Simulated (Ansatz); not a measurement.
# GeH₄P, SMILES [PH2][GeH2]: a rigid torsion scan

Program: Ansatz's Python interface.

Script `geh4p_torsion.py`:
```python
"""Energy of GeH4P as one group turns about a bond."""

import ansatz as az
from ase import Atoms

atoms = Atoms(["P", "Ge", "H", "H", "H", "H"], positions=[
    [-1.2046, -0.2682, 0.608],
    [1.0387, 0.1138, 0.4013],
    [-1.5605, 1.1171, 0.3535],
    [-1.3588, -0.6764, -0.7776],
    [1.7837, -1.2408, 0.2889],
    [1.3014, 0.9545, -0.8741],
])

# start the scan from a relaxed geometry
first = (
    az.Crystal.molecule_from_ase(atoms).calculation()
    .basis(gaussian="def2-SVP")
    .functional("cam_b3lyp")
    .spin("collinear", total=1)
    .relax(force_tolerance=0.02, max_steps=80)
)
atoms.positions = first.run().report["positions_ang"]

start = atoms.get_dihedral(2, 0, 1, 4)
energies = {}
for turn in range(0, 360, 40):
    turned = atoms.copy()
    turned.set_dihedral(2, 0, 1, 4, start + turn, indices=[1, 4, 5])
    setup = (
        az.Crystal.molecule_from_ase(turned).calculation()
        .basis(gaussian="def2-SVP")
        .functional("cam_b3lyp")
        .spin("collinear", total=1)
    )
    energies[round((start + turn) % 360)] = setup.run().report["free_energy_ev"]
floor = min(energies.values())
print("dihedral H2-P0-Ge1-H4 (deg)   E - E(min) (kcal/mol)")
for angle, e in sorted(energies.items()):
    print(f"{angle:8d} {23.060548 * (e - floor):14.3f}  " + "#" * int(30 * (e - floor) / max(max(energies.values()) - floor, 1e-9)))
```

Output of `python geh4p_torsion.py`:
```text
dihedral H2-P0-Ge1-H4 (deg)   E - E(min) (kcal/mol)
      30          0.897  ########
      70          0.000
     110          0.886  ########
     150          1.799  #################
     190          1.869  ##################
     230          2.771  ##########################
     270          3.088  ##############################
     310          2.370  #######################
     350          2.066  ####################
```

Reading the output:
- These settings explore the input space; basis and method may be short of convergence.
- The scan is rigid and the energies are electronic, in a modest basis. With rigid groups the curve can differ much from the relaxed path, the start wasn't checked as a minimum of this torsion, and equivalent turns needn't return to the same energy.
- The species is open-shell (spin multiplicity 2).
- Run time: 46 s on 1 thread of Arm Neoverse V2, on a shared host, peak memory 0.28 GiB.
